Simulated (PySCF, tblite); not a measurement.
# C₆H₈OS₂Si: geometry, infrared bands and NMR shifts

Wanted: the infrared bands and NMR shifts of C₆H₈OS₂Si (`Oc1ccc([Si@@H]2CCS2)s1`), by calculation.

The runs use tblite 0.8.0 and PySCF 2.14.0, with density-fitted response routines of our own; the level of theory stands in each step. All values are computed, except where a source is named. Atoms count from 0, in the outputs and in this text.

## Step 1: Starting geometry

18 atoms, charge 0, multiplicity 1; geometry from: force field or distance geometry start.

Bonds of the start (Å): O0–C1 1.34, C1–C2 1.38, C2–C3 1.44, C3–C4 1.37, C4–Si5 1.86, Si5–C6 1.88, C6–C7 1.56, C7–S8 1.86, C4–S9 1.72, S9–C1 1.69, S8–Si5 2.11, O0–H10 0.97, C2–H11 1.07, C3–H12 1.09, Si5–H13 1.48, C6–H14 1.10, C6–H15 1.09, C7–H16 1.10, C7–H17 1.10.

## Step 2: Optimising the geometry with GFN2-xTB

The job: settings as JSON, then the geometry in Å.

```
{"job": {"kind": "relax", "xc": "GFN2-xTB", "basis": "xTB"}, "charge": 0, "multiplicity": 1}
O      3.949700     0.704000     0.846300
C      2.801100     0.148600     0.444100
C      2.403900    -1.153600     0.661300
C      1.111700    -1.398600     0.082900
C      0.574000    -0.292400    -0.524700
Si    -1.014400     0.025700    -1.431300
C     -2.229600     1.158700    -0.552000
C     -2.699000     0.015300     0.400100
S     -2.482400    -1.367100    -0.828100
S      1.649700     1.047700    -0.410300
H      3.889100     1.620800     0.521300
H      2.987100    -1.883600     1.192000
H      0.604100    -2.364800     0.152600
H     -0.909800     0.181200    -2.903400
H     -1.790500     2.019200    -0.026900
H     -3.017700     1.538400    -1.199900
H     -2.093000    -0.115700     1.303600
H     -3.742800     0.122400     0.734200
```

The run is started by

```
$ OMP_NUM_THREADS=1 python probes_run.py task.json out
```

One launch serves the whole session: the jobs run in the order shown.

**Question.** This job is followed by: GFN2-xTB harmonic vibrations, gas phase; GIAO PBE0/pcSseg-1 NMR shielding, non-relativistic, gas phase. What will the session give for the following? strongest single infrared mode (GFN2-xTB); zero-point energy (GFN2-xTB); ¹³C shifts against TMS (PBE0/pcSseg-1); ¹H shifts against TMS (PBE0/pcSseg-1); ¹⁷O shifts against H2O (PBE0/pcSseg-1); ²⁹Si shifts against TMS (PBE0/pcSseg-1); ³³S shifts against CS2 (PBE0/pcSseg-1); surface potential, 1st and 99th percentile.

As calculated:

| quantity | value |
| --- | --- |
| strongest single infrared mode (GFN2-xTB) | 1217 cm⁻¹, 402 km/mol |
| zero-point energy (GFN2-xTB) | 77.8 kcal/mol |
| ¹³C shifts against TMS (PBE0/pcSseg-1) | 179.8, 144.1, 123.0, 110.5, 26.9, 23.1 ppm |
| ¹H shifts against TMS (PBE0/pcSseg-1) | 7.66, 6.59, 6.01, 4.86, 3.46, 3.07, 2.22, 1.91 ppm |
| ¹⁷O shifts against H2O (PBE0/pcSseg-1) | 125.4 ppm |
| ²⁹Si shifts against TMS (PBE0/pcSseg-1) | -7.4 ppm |
| ³³S shifts against CS2 (PBE0/pcSseg-1) | 207, -107 ppm |
| surface potential, 1st and 99th percentile | -1.12 V and 2.62 V |

In words: Relaxing lowered the energy by 0.456 eV in 141 steps; the close pair that moved most is C1–S9, from 1.692 to 1.740 Å. No mode is imaginary among the 48: a minimum at this level. The strongest single mode, at 1217 cm⁻¹, has its largest shares on C1, O0 and H10 (the list is cut at 3 atoms). GFN2-xTB is a fitted tight-binding method: band positions and strengths are rough. Its intensities can rank the bands wrongly. At PBE0/pcSseg-1: Shielding is most anisotropic at S8 (span 542 ppm, paramagnetic term -448 ppm). NICS(1)zz of -22 ppm above the planar ring from C1 marks a diatropic (aromatic) ring current. By nearest atom (PBE0/pcSseg-1), the HOMO sits on C4 27 %; C1 19 % and the LUMO on C1, C3, C4 about 16 % each; S9 14 %.
